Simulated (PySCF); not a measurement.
# SrSe2: relaxation and vibrations of the triplet

Aim: relax SrSe2 as a triplet from a side-on start, check by its vibrations whether the end is a minimum, and collect its spectrum and constants.

Method: PBE0, basis Sr def2-SVP with ECP28, Se def2-SVP, scalar-relativistic core potentials, no spin–orbit coupling, density fitting; program: PySCF 2.14.0.

### Step 1. Where the work starts

3 atoms, charge 0, spin multiplicity 3.

Bond lengths: Sr1–Se2 3.100 Å, Sr1–Se3 3.100 Å, Se2–Se3 2.340 Å. Angles: Se2–Sr1–Se3 44.3°, Sr1–Se2–Se3 67.8°, Sr1–Se3–Se2 67.8°.

```xyz
3
charge 0 multiplicity 3
Sr    0.0000    0.0000    0.0000
Se    1.1700    0.0000    2.8711
Se   -1.1700    0.0000    2.8711
```

### Step 2. The SCF at the typed geometry

One driver script runs all steps and calls PySCF; scf.py shows how it sets up the SCF of each step. The optimiser is the driver's own. After this first run the driver tries any further starts and a stability analysis.

scf.py reads:

```python
from pyscf import gto, scf, dft
mol = gto.M(atom='''
Sr     0.000000     0.000000     0.000000
Se     1.170000     0.000000     2.871100
Se    -1.170000     0.000000     2.871100''',
    basis={'Sr': 'def2-SVP', 'Se': 'def2-SVP'},
    ecp={'Sr': 'def2-SVP'},
    charge=0, spin=2)
mf = dft.UKS(mol, xc='PBE0')
mf.grids.atom_grid = (50, 194)
aux = {'Sr': 'def2-universal-JKFIT', 'Se': 'def2-universal-JKFIT'}
mf = mf.density_fit(auxbasis=aux)
mf.conv_tol = 1e-08
mf.diis_space = 10
mf.max_cycle = 60
mf.init_guess = 'minao'
mf.verbose = 4
mf.kernel()
```

Run with:

```sh
$ OMP_NUM_THREADS=2 python axn.py task.json out
```

Standard output:

```text
init E= -4819.13253297295
[... the frontier-level lines of each cycle are left out ...]
cycle= 1 E= -4831.32634391069  delta_E= -12.2  |g|= 1.33  |ddm|= 3.03
cycle= 2 E= -4815.88610740041  delta_E= 15.4  |g|= 2.78  |ddm|= 6.14
cycle= 3 E= -4832.19723335787  delta_E= -16.3  |g|= 0.679  |ddm|= 5.78
cycle= 4 E= -4832.63886535348  delta_E= -0.442  |g|= 0.327  |ddm|= 2.25
cycle= 5 E= -4832.66447056556  delta_E= -0.0256  |g|= 0.127  |ddm|= 0.701
cycle= 6 E= -4832.68141749096  delta_E= -0.0169  |g|= 0.0393  |ddm|= 0.213
cycle= 7 E= -4832.68285768778  delta_E= -0.00144  |g|= 0.0161  |ddm|= 0.0856
cycle= 8 E= -4832.68308839952  delta_E= -0.000231  |g|= 0.00115  |ddm|= 0.0287
cycle= 9 E= -4832.6830912836  delta_E= -2.88e-06  |g|= 0.000428  |ddm|= 0.0052
cycle= 10 E= -4832.68309175586  delta_E= -4.72e-07  |g|= 0.000149  |ddm|= 0.00211
cycle= 11 E= -4832.68309186793  delta_E= -1.12e-07  |g|= 5.01e-05  |ddm|= 0.00133
cycle= 12 E= -4832.68309188097  delta_E= -1.3e-08  |g|= 1.68e-05  |ddm|= 0.00053
cycle= 13 E= -4832.68309188165  delta_E= -6.8e-10  |g|= 5.46e-06  |ddm|= 9.59e-05
Extra cycle  E= -4832.68309188173  delta_E= -7.46e-11  |g|= 3.99e-06  |ddm|= 2.48e-05
converged SCF energy = -4832.68309188173  <S^2> = 2.003655  2S+1 = 3.0024357
```

This step, with its further starts and checks, ran for 15 s (2 threads of Arm Neoverse V1, shared host).

Energies from each starting density:

| start | energy (Eh) |
| --- | --- |
| the minimal-basis guess | -4832.683092 |
| a thermally smeared density | -4832.707319 |
| a smeared PBE density | -4832.707319 |

The first run landed in a state that is too high. Following the other starts and the instabilities gains 63.6 kJ/mol (-4832.70732 Eh), and the work goes on from there.

### Step 3. Side-on start, triplet: relaxation

The program finds C2v symmetry in the start, which this walk keeps. The walk stops when the largest gradient is under 0.0003 Eh/bohr and the energy has settled too.

scf.py, as its differences from that of step 2:

```diff
@@ -3,3 +3,3 @@
-Sr     0.000000     0.000000     0.000000
-Se     1.170000     0.000000     2.871100
-Se    -1.170000     0.000000     2.871100''',
+Sr     0.000000     0.000000    -1.852342
+Se     1.170000     0.000000     1.018758
+Se    -1.170000     0.000000     1.018758''',
@@ -16 +15,0 @@
-mf.init_guess = 'minao'
```

Steps of the walk:

| step | energy (Eh) | change (kJ/mol) | largest symmetric gradient (Eh/bohr) |
| --- | --- | --- | --- |
| 0 | -4832.707319 | 0.00 | 0.01797 |
| 1 | -4832.708644 | -3.48 | 0.00743 |
| 2 | -4832.708968 | -4.33 | 0.00435 |
| 3 | -4832.709105 | -4.69 | 0.00223 |
| 4 | -4832.709124 | -4.74 | 0.00036 |
| 5 | -4832.709125 | -4.74 | 0.00002 |

The walk took 17 s.

After 5 steps and 4.7 kJ/mol it ends at C2v: Se–Se 2.280 Å, Sr–Se 3.011 Å (×2); Se–Se–Sr 67.8° (×2), Se–Sr–Se 44.5°.

### Step 4. Frequencies

The point is checked on the finer grid, and tightened if its gradient asks for it. The Hessian and the dipole derivatives come from central differences of analytic gradients, with steps of 0.02 bohr.

scf.py, as its differences from that of step 3:

```diff
@@ -3,3 +3,3 @@
-Sr     0.000000     0.000000    -1.852342
-Se     1.170000     0.000000     1.018758
-Se    -1.170000     0.000000     1.018758''',
+Sr     0.000000     0.000000    -1.797870
+Se     1.140263     0.000000     0.988810
+Se    -1.140263     0.000000     0.988810''',
@@ -10 +10 @@
-mf.grids.atom_grid = (50, 194)
+mf.grids.atom_grid = (75, 302)
@@ -13 +13 @@
-mf.conv_tol = 1e-08
+mf.conv_tol = 1e-10
```

The driver hands on the density of the step before, so the log starts near convergence.

Log of the central SCF (cycles and frontier levels):

```text
init E= -4832.70896257474
[... the frontier-level lines of each cycle are left out ...]
cycle= 1 E= -4832.70896257474  delta_E= -5.46e-12  |g|= 2.55e-06  |ddm|= 6.01e-06
Extra cycle  E= -4832.70896257473  delta_E= 9.09e-12  |g|= 4.39e-06  |ddm|= 8.79e-06
converged SCF energy = -4832.70896257473  <S^2> = 2.004003  2S+1 = 3.0026675
```

The whole step took 38 s.

Geometry: C2v; Se–Se 2.281 Å, Sr–Se 3.011 Å (×2); Se–Se–Sr 67.7° (×2), Se–Sr–Se 44.5°.

Modes, for the most abundant isotopes:

| symmetry | ω (cm⁻¹) | IR (km/mol) |
| --- | --- | --- |
| b2 | 125 | 0.1 |
| a1 | 172 | 18.8 |
| a1 | 334 | 0.1 |

Every mode is real; the point is a minimum.

Properties at this point:

```yaml
Dipole_moment: 3.24 D
Highest_occupied_level: -3.98 eV
Lowest_empty_level: -3.49 eV
Rotational_constants: 0.08112, 0.03828, 0.02601 cm⁻¹
Zero-point_energy: 3.8 kJ/mol
Principal_polarisabilities: 202.1, 222.4, 223.5 bohr³
Atomisation_energy_without_zero-point_energy: 576 kJ/mol
Principal_traceless_quadrupole_moments_about_the_centre_of_mass: -4.51, 1.80, 2.71 D Å
Entropy_at_298.15_K_and_1_bar_electronic_part_spin_only: 331.8 J/(mol K)
Heat_capacity_Cp_at_298.15_K: 55.9 J/(mol K)
Enthalpy_at_298.15_K_above_0_K: 14.31 kJ/mol
Rotational_symmetry_number: 2
Spin_squared_⟨S²⟩: 2.004
```

Populations by atom (charges in e):

```json
{"atom": "Sr1", "Mulliken": "0.38", "Löwdin": "-0.06", "polar tensor": "0.47", "spin (Mulliken)": "0.97", "Mayer order to Sr1": "–"}
{"atom": "Se2,3", "Mulliken": "-0.19", "Löwdin": "0.03", "polar tensor": "-0.24", "spin (Mulliken)": "0.52", "Mayer order to Sr1": "0.56"}
```

Mulliken populations on Sr1 (outside its core potential): s 2.95, p 6.28, d 0.39.

### Step 5. Summary of results

```
                                          quantity                                                                   value
                                           minimum                                                            triplet, C2v
                                          geometry  Se–Se 2.281 Å, Sr–Se 3.011 Å (×2); Se–Se–Sr 67.7° (×2), Se–Sr–Se 44.5°
                                wavenumbers (cm⁻¹)                                            125 (b2), 172 (a1), 334 (a1)
                                     dipole moment                                                                  3.24 D
highest occupied, lowest empty level (either spin)                                                         -3.98, -3.49 eV
                        polar-tensor charge of Sr1                                                                 +0.47 e
                                 zero-point energy                                                              3.8 kJ/mol
                               entropy at 298.15 K                                                         331.8 J/(mol K)
         atomisation energy (no zero-point energy)                                                              576 kJ/mol
                                              ⟨S²⟩                                                                   2.004
```

**Reading.** The molecule stays C2v, as typed, and the end point is a minimum. In the infrared the band at 172 cm⁻¹ (a1) leads. The first SCF alone would have been 64 kJ/mol too high. Other starts or spin states, not run here, may lie lower.

The search up to here took 70 s.
